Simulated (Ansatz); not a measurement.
# GeH₅O (doublet): wave-function methods side by side at distance Ge1–H5 along a hydrogen transfer = 1.697 Å, cc-pVDZ

How much of the correlation energy of GeH₅O (doublet) does each wave-function method recover here?

Computed with Ansatz 0.2.0, Gaussian basis. Level: cc-pVDZ, core rule «outside noble gas», up to 15 orbitals frozen.

The runs, in order: UHF; CCSD(T) on ROHF; CCSD(T) on UHF; BCCD(T) on ROHF; CISD; CCSDT(Q) on ROHF; CCSDT(Q) on UHF; CASSCF and MRCISD+Q, 3 electrons in 3 orbitals; CASSCF and NEVPT2, 3 electrons in 3 orbitals.

### 1 The geometry

The geometry derives from fragments relaxed apart (PBE0/def2-TZVP) and kept rigid, so it is no stationary point. A hydrogen atom is moved between rigid fragments. No spin-orbit coupling is included. The filled d shell of Ge may be among the frozen orbitals whatever the setting's name suggests; the logs give the count.

7 atoms, charge 0, spin multiplicity 2.

Atoms are counted from 1 here; the program's logs count them from 0.

Bond lengths: Ge1–H2 1.534 Å, Ge1–H3 1.534 Å, Ge1–H4 1.534 Å, Ge1–H5 1.697 Å, H5–O6 1.207 Å, O6–H7 0.973 Å. Angles: H2–Ge1–H3 109.5°, H2–Ge1–H4 109.5°, H2–Ge1–H5 109.5°, H3–Ge1–H4 109.5°, H3–Ge1–H5 109.5°, H4–Ge1–H5 109.5°, Ge1–H5–O6 180.0°, H5–O6–H7 105.0°.

### 2 UHF

Contents of in.yaml:

```yaml
crystal:
  periodic: [false, false, false]
  atoms:
    - {symbol: Ge, position_ang: [-0.531678, 0.010113, 0.000000]}
    - {symbol: H, position_ang: [-1.043128, 1.456713, 0.000001]}
    - {symbol: H, position_ang: [-1.043128, -0.713187, 1.252791]}
    - {symbol: H, position_ang: [-1.043128, -0.713186, -1.252792]}
    - {symbol: H, position_ang: [1.165322, 0.010113, 0.000000]}
    - {symbol: O, position_ang: [2.372322, 0.010113, 0.000000]}
    - {symbol: H, position_ang: [2.624181, -0.929837, -0.000001]}
basis:
  gaussian: {orbitals: cc-pVDZ}
magnetization: {spin_polarized: true, initial_magnetization: 1}
hamiltonian: {xc: hf}
output: {orbitals: {seedname: orbitals}}
```

The run is started by

```bash
$ ansatz run in.yaml --threads 1 --pin off --events-out ev --progress --plain --max-ram 2816MiB --backend cpu
```

Further steps of the session: CCSD(T) on ROHF; CCSD(T) on UHF; BCCD(T) on ROHF; CISD; CCSDT(Q) on ROHF; CCSDT(Q) on UHF; CASSCF and MRCISD+Q, 3 electrons in 3 orbitals; CASSCF and NEVPT2, 3 electrons in 3 orbitals.

Q: Predict the results of all the runs planned. Wanted: UCCSDT(Q) below the RHF energy; RMP2 from UCCSDT(Q); UMP2 from UCCSDT(Q); RCCSD from UCCSDT(Q); RCCSD(T) from UCCSDT(Q); UCCSD(T) from UCCSDT(Q); RCCSDT(Q) from UCCSDT(Q); NEVPT2 pair from UCCSDT(Q); MRCISD+Q pair from UCCSDT(Q).

As calculated:

| quantity | value |
| --- | --- |
| UCCSDT(Q) below the RHF energy | -9.7471 eV |
| RMP2 from UCCSDT(Q) | +1117.6 meV |
| UMP2 from UCCSDT(Q) | +1302.5 meV |
| RCCSD from UCCSDT(Q) | +248.0 meV |
| RCCSD(T) from UCCSDT(Q) | +46.6 meV |
| UCCSD(T) from UCCSDT(Q) | +46.2 meV |
| RCCSDT(Q) from UCCSDT(Q) | +2.0 meV |
| NEVPT2 pair from UCCSDT(Q) | +1185.3 meV |
| MRCISD+Q pair from UCCSDT(Q) | +154.3 meV |
| levels within 1 kcal/mol (43 meV) | RCCSDT, UCCSDT, RCCSDT(Q) |
| T1 diagnostic | 0.018 |

RCCSD(T) lands +46.6 meV from the yardstick (0.5 % of the correlation energy). Of the multireference levels listed MRCISD+Q pair comes nearest in total energy (+154.3 meV), which doesn't show that its space is the better one. These misses are within one basis, not against nature; the frozen cores of restricted and unrestricted runs differ, which can shift their rows.
